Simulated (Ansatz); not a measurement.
# C4H10Br2F2Ga2: a ladder of functionals and wavefunction methods

One table from this session's results is given with a row withheld; the runs are named, their logs left out.

Computed with Ansatz 0.2.0, Gaussian basis. Level: functionals in def2-TZVPP, the program's frozen cores in correlated methods.

Levels to be run: LDA (SPW92), PBE-D4, revPBE-D4, BLYP-D4, r2SCAN-D4, B97M-V, PBE0-D4, B3LYP-D4, r2SCANh-D4, r2SCAN0-D4, HSE06-D4, BHLYP-D4, CAM-B3LYP-D4, LC-ωPBE, ωB97X-V, ωB97M-V, B2PLYP, PBE-QIDH; CCSD(T)/def2-SVP; CCSD(T)/def2-TZVPP; MP2/def2-QZVPP; extrapolation to the limit; RPA on PBE.

## The geometry

All runs share one geometry, relaxed beforehand with PBE0-D4 in a triple-zeta def2 set.

SMILES `C[CH2][Ga@-]1([F])[Br+][Ga@@-]([F])([CH2]C)[Br+]1`, 20 atoms, charge 0, spin multiplicity 1.

Atoms are counted from 1 here; the program's logs count them from 0.

Bond lengths: C1–C2 1.524 Å, C1–H11 1.093 Å, C1–H12 1.092 Å, C1–H13 1.093 Å, C2–Ga3 1.955 Å, C2–H14 1.093 Å, C2–H15 1.094 Å, Ga3–F4 1.759 Å, Ga3–Br5 2.486 Å, Ga3–Br10 2.494 Å, Br5–Ga6 2.506 Å, Ga6–F7 1.754 Å, Ga6–C8 1.955 Å, Ga6–Br10 2.502 Å, C8–C9 1.522 Å, C8–H16 1.094 Å, C8–H17 1.094 Å, C9–H18 1.093 Å and more. Angles: C2–C1–H11 111.7°, C2–C1–H12 111.9°, C2–C1–H13 110.8°, H11–C1–H12 107.5°, H11–C1–H13 107.2°, H12–C1–H13 107.4°, C1–C2–Ga3 113.1°, C1–C2–H14 111.4°, C1–C2–H15 111.3°, Ga3–C2–H14 106.8°, Ga3–C2–H15 106.9°, H14–C2–H15 107.0°, C2–Ga3–F4 126.6°, C2–Ga3–Br5 114.4°, C2–Ga3–Br10 112.0°, F4–Ga3–Br5 102.5°, F4–Ga3–Br10 102.3°, Br5–Ga3–Br10 93.5° and more.

As a file:

```xyz
20
C4H10Br2F2Ga2
C     3.4326   -1.7802   -0.0218
C     2.8693   -0.6353   -0.8550
Ga    0.9339   -0.4298   -0.6682
F    -0.3017   -1.5247   -1.2765
Br    0.0679    1.7965   -1.3564
Ga   -1.0747    1.8203    0.8742
F    -0.3376    3.1899    1.6850
C    -2.9740    1.3875    0.7126
C    -3.2441    0.1077   -0.0659
Br    0.2527   -0.1276    1.7118
H     3.2348   -1.6408    1.0439
H     3.0065   -2.7431   -0.3125
H     4.5170   -1.8528   -0.1428
H     3.3169    0.3204   -0.5720
H     3.0731   -0.7819   -1.9195
H    -3.3669    1.3278    1.7319
H    -3.4512    2.2521    0.2419
H    -4.3181   -0.0880   -0.1267
H    -2.8601    0.1624   -1.0864
H    -2.7764   -0.7605    0.4024
```

The first run:

in.yaml

```yaml
crystal:
  periodic: [false, false, false]
  atoms:
    - {symbol: C, position_ang: [3.432594, -1.780248, -0.021771]}
    - {symbol: C, position_ang: [2.869317, -0.635278, -0.854987]}
    - {symbol: Ga, position_ang: [0.933933, -0.429800, -0.668232]}
    - {symbol: F, position_ang: [-0.301665, -1.524739, -1.276485]}
    - {symbol: Br, position_ang: [0.067881, 1.796519, -1.356410]}
    - {symbol: Ga, position_ang: [-1.074723, 1.820321, 0.874157]}
    - {symbol: F, position_ang: [-0.337561, 3.189861, 1.684952]}
    - {symbol: C, position_ang: [-2.974006, 1.387516, 0.712623]}
    - {symbol: C, position_ang: [-3.244099, 0.107728, -0.065857]}
    - {symbol: Br, position_ang: [0.252679, -0.127594, 1.711773]}
    - {symbol: H, position_ang: [3.234821, -1.640820, 1.043931]}
    - {symbol: H, position_ang: [3.006479, -2.743074, -0.312541]}
    - {symbol: H, position_ang: [4.516954, -1.852800, -0.142774]}
    - {symbol: H, position_ang: [3.316939, 0.320413, -0.572001]}
    - {symbol: H, position_ang: [3.073073, -0.781866, -1.919466]}
    - {symbol: H, position_ang: [-3.366869, 1.327839, 1.731875]}
    - {symbol: H, position_ang: [-3.451168, 2.252092, 0.241922]}
    - {symbol: H, position_ang: [-4.318093, -0.087963, -0.126711]}
    - {symbol: H, position_ang: [-2.860132, 0.162413, -1.086366]}
    - {symbol: H, position_ang: [-2.776364, -0.760520, 0.402378]}
basis:
  gaussian: {orbitals: def2-TZVPP}
hamiltonian: {xc: lda}
output: {orbitals: {seedname: orbitals}}
```

On the command line:

```console
ansatz run in.yaml --threads 11 --pin off --events-out ev --progress --plain --max-ram 174080MiB --backend cuda --devices 0, --max-vram 75GiB
```

Among the steps run: LDA; PBE-D4 (GGA); revPBE-D4 (GGA); BLYP-D4 (GGA); r2SCAN-D4 (meta-GGA); B97M-V (meta-GGA); PBE0-D4 (hybrid); B3LYP-D4 (hybrid); r2SCANh-D4 (hybrid); r2SCAN0-D4 (hybrid); HSE06-D4 (hybrid); BHLYP-D4 (hybrid); CAM-B3LYP-D4 (range-separated); LC-ωPBE (range-separated); ωB97X-V (range-separated); ωB97M-V (range-separated); B2PLYP (double hybrid); PBE-QIDH (double hybrid).

One table of the session follows, with a row left open; its other results are not shown here.

It belongs to the step «Orbital energies across the functionals». 

| functional | HOMO (eV) | gap (eV) |
| --- | --- | --- |
| LDA (SPW92) | -7.16 | 5.19 |
| PBE-D4 | -6.98 | 5.32 |
| revPBE-D4 | -6.92 | 5.38 |
| BLYP-D4 | ? | ? |
| r2SCAN-D4 | -7.25 | 5.82 |
| B97M-V | -7.31 | 5.92 |
| PBE0-D4 | -8.19 | 7.44 |
| B3LYP-D4 | -7.99 | 6.96 |
| r2SCANh-D4 | -7.70 | 6.60 |
| r2SCAN0-D4 | -8.37 | 7.76 |
| HSE06-D4 | -7.80 | 6.68 |
| BHLYP-D4 | -9.29 | 9.53 |
| CAM-B3LYP-D4 | -9.49 | 9.74 |
| LC-ωPBE | -10.78 | 12.20 |
| ωB97X-V | -10.44 | 11.80 |
| ωB97M-V | -10.32 | 11.45 |

Estimate the missing values for BLYP-D4.

Worked estimate for «HOMO (eV)». Against the share of exact exchange, B3LYP-D4 (0.2, -7.99), BHLYP-D4 (0.5, -9.29) give a slope of -4.33 per unit share; at 0 the line stands at -7.12.

The run gave: HOMO (eV): -6.86; gap (eV): 5.28. In «HOMO (eV)» the line misses by -0.26.
